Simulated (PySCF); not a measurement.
# TiNH2Cl3 (SMILES [NH2][Ti]([Cl])([Cl])[Cl]): levels of theory compared

Aim: a comparison of 3 runs (BLYP/def2-SVP, r2SCAN/def2-SVP, revPBE/def2-SVP) of TiNH2Cl3. 

The calculation is run with PySCF 2.14.0.

## Step 1: The structure to begin with

TiNH2Cl3: 7 atoms, total charge 0, spin state singlet. As SMILES, `[NH2][Ti]([Cl])([Cl])[Cl]`. Geometry: relaxed at PBE0-D4/def2-TZVP.

Bond lengths: N1–Ti2 1.838 Å, Ti2–Cl3 2.181 Å, Ti2–Cl4 2.192 Å, Ti2–Cl5 2.181 Å, N1–H6 1.012 Å, N1–H7 1.012 Å. Angles: N1–Ti2–Cl3 107.1°, N1–Ti2–Cl4 109.3°, N1–Ti2–Cl5 107.2°, Cl3–Ti2–Cl4 109.6°, Cl3–Ti2–Cl5 114.1°, Cl4–Ti2–Cl5 109.4°, Ti2–N1–H6 124.2°, Ti2–N1–H7 124.2°, H6–N1–H7 111.5°.

## Step 2: A single-point energy at BLYP/def2-SVP (run 1)

Input file calc.py:

```python
from pyscf import gto, dft

mol = gto.M(
    atom='''
N       -0.676400       0.479600       0.813100
Ti       0.416000      -0.273300      -0.459100
Cl       1.922500      -1.442100       0.599700
Cl      -0.771400      -1.594700      -1.742800
Cl       1.232300       1.358700      -1.654500
H       -1.200200       1.334700       0.679200
H       -0.861700       0.068900       1.718900
''',
    verbose=3,
    basis='def2-svp',
    charge=0,
    max_memory=1860,
    spin=0,
)

myscf = dft.RKS(mol)
myscf.xc = 'blyp'
myscf.grids.level = 5
myscf.conv_tol = 1e-10
myscf.kernel()
if not myscf.converged:
    myscf = myscf.newton().run(myscf.mo_coeff, myscf.mo_occ)

e_tot = myscf.e_tot
print('E(%s) = %.9f' % ('BLYP', e_tot))
```

Run with:

```console
OMP_NUM_THREADS=1 python calc.py
```

Standard output:

```text
converged SCF energy = -2285.68788880282
E(BLYP) = -2285.687888803
```

It took 38 s on 1 thread of Intel Xeon at 2.70GHz, shared host; peak memory 0.6 GiB.

## Step 3: A single-point energy at r2SCAN/def2-SVP (run 2)

Input file input.py:

```python
from pyscf import gto, dft

mol = gto.M(
    atom='''
N     -0.676400     0.479600     0.813100
Ti     0.416000    -0.273300    -0.459100
Cl     1.922500    -1.442100     0.599700
Cl    -0.771400    -1.594700    -1.742800
Cl     1.232300     1.358700    -1.654500
H     -1.200200     1.334700     0.679200
H     -0.861700     0.068900     1.718900
''',
    max_memory=1860,
    basis='def2-svp',
    verbose=4,
    spin=0,
)

calc0 = dft.RKS(mol, xc='r2scan')
calc0.grids.level = 5
calc0.conv_tol = 1e-10
calc0.kernel()
if not calc0.converged:
    calc0 = calc0.newton().run(calc0.mo_coeff, calc0.mo_occ)

etot = calc0.e_tot
print('E = %.10f Eh' % etot)
```

Run with:

```console
OMP_NUM_THREADS=1 python input.py
```

Standard output:

```text
PySCF version 2.14.0

[... 84 lines left out ...]
converged SCF energy = -2285.55932322522
E = -2285.5593232252 Eh
```

It took 51 s on 1 thread of Intel Xeon at 2.70GHz, shared host; peak memory 0.61 GiB.

## Step 4: A single-point energy at revPBE/def2-SVP (run 3)

Input file job.py:

```python
# [NH2][Ti]([Cl])([Cl])[Cl]
from pyscf import gto, dft

mol = gto.Mole()
mol.atom = '''
N     -1.278211     0.906313     1.536536
Ti     0.786126    -0.516462    -0.867573
Cl     3.632998    -2.725174     1.133269
Cl    -1.457735    -3.013546    -3.293415
Cl     2.328710     2.567571    -3.126552
H     -2.268049     2.522217     1.283502
H     -1.628377     0.130202     3.248250
'''
mol.verbose = 3
mol.basis = 'def2-svp'
mol.charge = 0
mol.unit = 'bohr'
mol.max_memory = 1860
mol.build()

mf = dft.RKS(mol)
mf.xc = 'revpbe'
mf.grids.level = 5
mf.conv_tol = 1e-10
mf.kernel()
if not mf.converged:
    mf = mf.newton().run(mf.mo_coeff, mf.mo_occ)

e_tot = mf.e_tot
print('Final energy', e_tot)
```

Run with:

```console
OMP_NUM_THREADS=1 python job.py
```

Standard output:

```text
converged SCF energy = -2285.3207517048
Final energy -2285.320751704803
```

Wall time 34 s (1 thread of Intel Xeon at 2.70GHz, shared host); peak memory 0.6 GiB.

## Step 5: The series

| run | level | energy (Eh) | dipole moment (D) | HOMO energy (eV) | LUMO energy (eV) | wall time |
| --- | --- | --- | --- | --- | --- | --- |
| 1 | BLYP/def2-SVP | -2285.687889 | 2.97 | -6.62 | -3.67 | 38 s |
| 2 | r2SCAN/def2-SVP | -2285.559323 | 3.21 | -7.31 | -4.02 | 51 s |
| 3 | revPBE/def2-SVP | -2285.320752 | 3.09 | -6.84 | -3.87 | 34 s |

## Step 6: What came out

| quantity | value |
| --- | --- |
| run 3: total energy | -2285.32075 Eh |
| run 3: dipole moment | 3.09 D |
| run 3: HOMO energy | -6.84 eV |
| run 3: LUMO energy | -3.87 eV |
| run 3: HOMO–LUMO gap | 2.96 eV |

In words: The dipole moment (its size) runs from 2.97 D (BLYP/def2-SVP) to 3.21 D (r2SCAN/def2-SVP). The HOMO–LUMO gap runs from 2.94 eV (BLYP/def2-SVP) to 3.30 eV (r2SCAN/def2-SVP). Totals of different functionals can't be ranked against each other. All runs together took 2 min, the longest 51 s.
